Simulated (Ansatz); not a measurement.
# C2H7BClGa: a ladder of functionals and wavefunction methods

An exercise on one series of results from a longer session: the logs are not shown, and one member is left open.

Method: functionals in def2-TZVPP, the program's frozen cores in correlated methods; program: Ansatz 0.2.0, Gaussian basis.

Levels to be run: LDA (SPW92), PBE-D4, revPBE-D4, BLYP-D4, r2SCAN-D4, B97M-V, PBE0-D4, B3LYP-D4, r2SCANh-D4, r2SCAN0-D4, HSE06-D4, BHLYP-D4, CAM-B3LYP-D4, LC-ωPBE, ωB97X-V, ωB97M-V, B2PLYP, PBE-QIDH; CCSD(T)/def2-SVP; CCSD(T)/def2-TZVPP; MP2/def2-QZVPP; extrapolation to the limit; RPA on PBE.

### The relaxed structure

All runs share one geometry, relaxed beforehand with PBE0-D4 in a triple-zeta def2 set.

SMILES `[BH2][GaH][CH2]CCl`, 12 atoms, charge 0, spin multiplicity 1.

Atoms are counted from 1 here; the program's logs count them from 0.

Bond lengths: B1–Ga2 2.074 Å, B1–H6 1.200 Å, B1–H7 1.198 Å, Ga2–C3 2.016 Å, Ga2–H8 1.577 Å, C3–C4 1.505 Å, C3–H9 1.093 Å, C3–H10 1.091 Å, C4–Cl5 1.827 Å, C4–H11 1.090 Å, C4–H12 1.089 Å. Angles: Ga2–B1–H6 121.5°, Ga2–B1–H7 122.9°, H6–B1–H7 115.5°, B1–Ga2–C3 121.5°, B1–Ga2–H8 122.5°, C3–Ga2–H8 115.6°, Ga2–C3–C4 104.3°, Ga2–C3–H9 113.6°, Ga2–C3–H10 109.4°, C4–C3–H9 110.1°, C4–C3–H10 111.0°, H9–C3–H10 108.4°, C3–C4–Cl5 108.9°, C3–C4–H11 115.7°, C3–C4–H12 112.8°, Cl5–C4–H11 104.7°, Cl5–C4–H12 104.5°, H11–C4–H12 109.3°.

Set-up of the first run:

in.yaml

```yaml
crystal:
  periodic: [false, false, false]
  atoms:
    - {symbol: B, position_ang: [-1.990803, 1.379009, 0.012530]}
    - {symbol: Ga, position_ang: [-0.019350, 1.072126, -0.553386]}
    - {symbol: C, position_ang: [1.200059, -0.145524, 0.492241]}
    - {symbol: C, position_ang: [0.693407, -1.530252, 0.189221]}
    - {symbol: Cl, position_ang: [0.015124, -1.555461, -1.507468]}
    - {symbol: H, position_ang: [-2.292723, 2.236197, 0.796341]}
    - {symbol: H, position_ang: [-2.899999, 0.724847, -0.413323]}
    - {symbol: H, position_ang: [0.667004, 1.890073, -1.713766]}
    - {symbol: H, position_ang: [1.179532, 0.033977, 1.569939]}
    - {symbol: H, position_ang: [2.225438, -0.019294, 0.141273]}
    - {symbol: H, position_ang: [1.443529, -2.320662, 0.198990]}
    - {symbol: H, position_ang: [-0.144218, -1.820335, 0.821509]}
basis:
  gaussian: {orbitals: def2-TZVPP}
hamiltonian: {xc: lda}
output: {orbitals: {seedname: orbitals}}
```

Command:

```sh
ansatz run in.yaml --threads 4 --pin off --events-out ev --progress --plain --max-ram 10444MiB
```

Steps of the session up to this table: LDA; PBE-D4 (GGA); revPBE-D4 (GGA); BLYP-D4 (GGA); r2SCAN-D4 (meta-GGA); B97M-V (meta-GGA); B3LYP-D4 (hybrid); r2SCANh-D4 (hybrid); r2SCAN0-D4 (hybrid); HSE06-D4 (hybrid); BHLYP-D4 (hybrid); CAM-B3LYP-D4 (range-separated); LC-ωPBE (range-separated); ωB97X-V (range-separated); ωB97M-V (range-separated); B2PLYP (double hybrid); PBE-QIDH (double hybrid).

One of the session's tables, all rows but one given; the rest of the session is left out.

It belongs to the step «Frontier levels by functional». 

```
  functional  HOMO (eV)  LUMO (eV)  gap (eV)
 LDA (SPW92)      -6.09      -3.33      2.76
      PBE-D4      -5.97      -3.05      2.93
   revPBE-D4      -5.92      -2.92      3.00
     BLYP-D4      -5.84      -2.87      2.97
   r2SCAN-D4      -6.22      -2.71      3.51
      B97M-V      -6.29      -2.83      3.46
     PBE0-D4      -7.12      -2.08      5.04
    B3LYP-D4      -6.92      -2.28      4.64
  r2SCANh-D4          ?          ?         ?
  r2SCAN0-D4      -7.28      -1.89      5.39
    HSE06-D4      -6.72      -2.46      4.26
    BHLYP-D4      -8.17      -1.05      7.12
CAM-B3LYP-D4      -8.43      -0.99      7.45
     LC-ωPBE      -9.78       0.21      9.99
     ωB97X-V      -9.42       0.08      9.50
     ωB97M-V      -9.26      -0.19      9.07
```

Estimate the missing values for r2SCANh-D4.

Worked estimate for «HOMO (eV)». Against the share of exact exchange, r2SCAN-D4 (0, -6.22), r2SCAN0-D4 (0.25, -7.28) give a slope of -4.24 per unit share; at 0.1 the line stands at -6.64.

**Answer.** HOMO (eV): -6.64; LUMO (eV): -2.38; gap (eV): 4.26. In «HOMO (eV)» the line misses by 0.00.
